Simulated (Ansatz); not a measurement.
# Cr2Cd: the cost of one run

Method: DFT PBE, scalar-relativistic, plane waves, PAW, in Ansatz 0.2.0.

**1. The system as given**

It takes space group Fm-3m (No. 225, cubic). Conventional cell: a = 5.700 Å, b = 5.700 Å, c = 5.700 Å, α = 90.00°, β = 90.00°, γ = 90.00°. Cr (site symmetry -43m) is surrounded by 4 Cd at 2.47 Å. Cd (site symmetry m-3m) is surrounded by 8 Cr at 2.47 Å.

As a file:

```cif
data_structure
_symmetry_space_group_name_H-M 'Fm-3m'
_symmetry_Int_Tables_number 225
_cell_length_a 5.7004
_cell_length_b 5.7004
_cell_length_c 5.7004
_cell_angle_alpha 90.000
_cell_angle_beta 90.000
_cell_angle_gamma 90.000
_cell_volume 185.23
loop_
_atom_site_label
_atom_site_type_symbol
_atom_site_symmetry_multiplicity
_atom_site_Wyckoff_symbol
_atom_site_fract_x
_atom_site_fract_y
_atom_site_fract_z
_atom_site_occupancy
Cr1 Cr 8 c 0.25000 0.75000 0.75000 1
Cd1 Cd 4 a 0.00000 0.00000 0.00000 1
```

(A quick probe on a coarse mesh, which set the mesh and smearing, is not shown.)

**3. Coarse relaxation**

input.yaml reads:

```yaml
crystal:
  lattice:
    - [0.0, 2.8502072833, 2.8502072833]
    - [2.8502072833, 0.0, 2.8502072833]
    - [2.8502072833, 2.8502072833, 0.0]
  atoms:
    - { symbol: Cr, position: [0.25, 0.25, 0.25], spin: 1.33 }
    - { symbol: Cr, position: [0.75, 0.75, 0.75], spin: 1.33 }
    - { symbol: Cd, position: [0.0, 0.0, 0.0] }
basis:
  ecutwfc: 420
kpoints:
  mp_grid: { grid: [6, 6, 6] }
hamiltonian:
  xc: pbe
scf:
  occupations: { method: gaussian, width: 0.1 }
  lower_state_search: "off"
output:
  forces: true
  stress: true
  eigenvalues: true
  populations: true
magnetization:
  spin_polarized: true
relax:
  adjacent_minimum: "off"
  f_tol: 0.04
  max_steps: 70
  cell: { stress_tol: 0.4 }
```

On the command line:

```sh
$ ansatz run input.yaml --threads 1 --pin off --max-ram 2560MiB --backend cpu --events-out ev --progress --plain --runs-dir out
```

What time and memory should one allow on 1 thread of Arm Neoverse V2, shared host?

About 21 s, with a peak of 0.33 GiB.
